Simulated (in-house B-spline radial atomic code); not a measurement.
**Eu⁵⁺: excited configurations**

How much energy does it take to promote electrons of Eu⁵⁺ to other shells? Each configuration is solved by itself and compared with the reference.

Program: in-house B-spline radial atomic code version 1. Level of theory: Dirac-Hartree-Fock, average of configuration, Fermi nucleus, basis-set limit. These are calculated values, not measurements, unless marked.

### Step 1. What is computed

- element: europium (Z = 63)
- charge: +5
- electrons: 58
- configuration: [Kr] 4d10 4f5 5s2 5p5
- Hamiltonian: Dirac-Coulomb
- nucleus: Fermi, rms radius 5.112 fm

Outer shells as boxes (Hund's rule):

[Kr] 4d10 4f5 5s2 5p5
```
[Kr] core
4d [↑↓][↑↓][↑↓][↑↓][↑↓]
4f [↑ ][↑ ][↑ ][↑ ][↑ ][  ][  ]
5s [↑↓]
5p [↑↓][↑↓][↑ ]
```

The boxes only draw the lowest term's filling; these runs average over all states of the configuration.

Settings of the run:

```ini
Z = 63
electrons = 58.0
configuration = [Kr] 4d10 4f5 5s2 5p5
hamiltonian = dirac
method = hf
spin_polarised = False
nucleus = fermi
rms_radius = 5.1115
mass_number = 153
atomic_mass = 152.921236789
speed_of_light = 137.035999084
```

The reference is known from an earlier run: -10841.111138 hartree in all. Up to eight levels, counted from the top:

```csv
orbital,occupation,energy (eV),<r> (bohr)
4p3/2,4,-353.64,0.6049
4d3/2,4,-228.00,0.6421
4d5/2,6,-222.44,0.6519
5s1/2,2,-114.46,1.316
5p1/2,1.66667,-90.598,1.429
5p3/2,3.33333,-85.531,1.493
4f5/2,2.14286,-81.314,0.7895
4f7/2,2.85714,-80.613,0.7960
```

### Step 2. Configuration [Kr] 4d10 4f5 5s2 5p4 7g1

Settings of the run:

```ini
Z = 63
electrons = 58.0
configuration = [Kr] 4d10 4f5 5s2 5p4 7g1
hamiltonian = dirac
method = hf
spin_polarised = False
nucleus = fermi
rms_radius = 5.1115
mass_number = 153
atomic_mass = 152.921236789
speed_of_light = 137.035999084
```

### Step 3. Run with [Kr] 4d9 4f5 5s2 5p5 9d1

Settings: those of step 2 with these lines changed.

```diff
@@ -2,3 +2,3 @@
 electrons = 58.0
-configuration = [Kr] 4d10 4f5 5s2 5p4 7g1
+configuration = [Kr] 4d9 4f5 5s2 5p5 9d1
 hamiltonian = dirac
```

### Step 4. Configuration [Kr] 4d9 4f5 5s2 5p5 6f1

Settings: those of step 3 with these lines changed.

```diff
@@ -2,3 +2,3 @@
 electrons = 58.0
-configuration = [Kr] 4d9 4f5 5s2 5p5 9d1
+configuration = [Kr] 4d9 4f5 5s2 5p5 6f1
 hamiltonian = dirac
```

### Step 5. [Kr] 4d10 4f5 5s2 5p4 6d1

Settings: those of step 4 with these lines changed.

```diff
@@ -2,3 +2,3 @@
 electrons = 58.0
-configuration = [Kr] 4d9 4f5 5s2 5p5 6f1
+configuration = [Kr] 4d10 4f5 5s2 5p4 6d1
 hamiltonian = dirac
```

### Step 6. [Kr] 4d10 4f4 5s2 5p5 7f1

Settings: those of step 5 with these lines changed.

```diff
@@ -2,3 +2,3 @@
 electrons = 58.0
-configuration = [Kr] 4d10 4f5 5s2 5p4 6d1
+configuration = [Kr] 4d10 4f4 5s2 5p5 7f1
 hamiltonian = dirac
```

### Step 7. Configuration [Kr] 4d9 4f5 5s2 5p5 8p1

Settings: those of step 6 with these lines changed.

```diff
@@ -2,3 +2,3 @@
 electrons = 58.0
-configuration = [Kr] 4d10 4f4 5s2 5p5 7f1
+configuration = [Kr] 4d9 4f5 5s2 5p5 8p1
 hamiltonian = dirac
```

Q: How far above the reference does each configuration lie (order and size, in eV)?

**Answer**, as computed:

| net move | configuration | energy above the reference (eV) | with Breit, QED, recoil (eV) | largest <r> (bohr) |
| --- | --- | --- | --- | --- |
| 5p → 6d | [Kr] 4d10 4f5 5s2 5p4 6d1 | 57.590 | 57.519 | 3.86 |
| 4f → 7f | [Kr] 4d10 4f4 5s2 5p5 7f1 | 63.510 | 63.659 | 8.13 |
| 5p → 7g | [Kr] 4d10 4f5 5s2 5p4 7g1 | 76.503 | 76.430 | 10.4 |
| 4d → 6f | [Kr] 4d9 4f5 5s2 5p5 6f1 | 199.78 | 199.72 | 5.33 |
| 4d → 8p | [Kr] 4d9 4f5 5s2 5p5 8p1 | 203.41 | 203.36 | 7.73 |
| 4d → 9d | [Kr] 4d9 4f5 5s2 5p5 9d1 | 209.57 | 209.51 | 12.3 |

Quantum defects of the promoted electron, δ = n − ζ/√(−2ε) with ζ = 6 and ε its orbital energy in hartree:

| promotion | δ |
| --- | --- |
| 5p → 6d | 1.892 |
| 4f → 7f | 0.967 |
| 5p → 7g | 0.038 |
| 4d → 6f | 0.975 |
| 4d → 8p | 2.426 |
| 4d → 9d | 1.860 |

**Reading.** The lowest of them is 5p → 6d at 57.590 eV and the highest 4d → 9d at 209.57 eV. Koopmans' estimate of the ionisation threshold is 80.613 eV; 3 configurations exceed it and could autoionise. The defect is largest for 8p (2.43) and least for 7g (0.04): low angular momentum penetrates the core, high angular momentum stays outside it. Two partly filled shells share a symmetry and can mix in the average, which may lower the energy, for: 4f → 7f; 4d → 6f; 4d → 8p; 4d → 9d. These are averages over configurations, without correlation, not spectroscopic levels.
